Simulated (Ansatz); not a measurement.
This script makes an atomisation energy of FH with Ansatz 0.2.0 through its Python package.

The script, `fh_tae.py`:
```python
'''Energy to split FH into its atoms.'''

from collections import Counter
from dataclasses import dataclass

import ansatz as az


@dataclass(frozen=True)
class RunConfig:
    basis_set: str = 'cc-pVDZ'
    method: str = 'ccsd_t'


cfg = RunConfig()


def energy_of(molecule, charge=0, unpaired=0):
    calc = molecule.calculation().basis(gaussian=cfg.basis_set).correlation(cfg.method)
    if charge:
        calc = calc.charge(charge)
    if unpaired:
        calc = calc.spin('collinear', total=unpaired)
    report = calc.run(threads=1, pin='off').report
    if report['published_state_doubts']:
        print('  doubts:', report['published_state_doubts'])
    return report['free_energy_ev']

fh = (
    az.Crystal.molecule()
    .atom('F', (-0.39537, 0.14653, -0.19903))
    .atom('H', (0.39537, -0.14653, 0.19903))
)

# Hund ground states
unpaired = {'F': 1, 'H': 1}
counts = Counter(site.symbol for site in fh.cartesian_sites)
atom_energy = {s: energy_of(az.Crystal.molecule().atom(s, (0, 0, 0)), 0, unpaired[s]) for s in counts}
whole = energy_of(fh, 0, 0)
for s, e in atom_energy.items():
    print(f'{s:2s} x{counts[s]}  {e:14.5f} eV')
print(f'FH: {whole:.5f} eV')
split = sum(counts[s] * e for s, e in atom_energy.items()) - whole
print(f'atomisation energy (no zero-point term): {23.060548 * split:.1f} kcal/mol, {split / sum(counts.values()):.3f} eV an atom')
```

What does it cost to take this molecule apart into atoms?

126.2 kcal/mol from the electronic energies, without the zero-point term.

The output:

Running `python fh_tae.py` prints:
```text
F  x1     -2708.28324 eV
H  x1       -13.58606 eV
FH: -2727.34236 eV
atomisation energy (no zero-point term): 126.2 kcal/mol, 2.737 eV an atom
```

Notes:
- Total energies depend on the basis set; only differences at equal settings carry meaning.
- The geometry is a force-field or estimated start, not a minimum of this method, and the basis set is short of its limit. All parts are taken at fixed geometry, without zero-point energy.
- In double-zeta sets correlated atomisation energies come out some 10 to 15 % low.
- Finished in 0.7 s on 1 thread of Arm Neoverse V2 (shared host), peak memory 0.13 GiB.
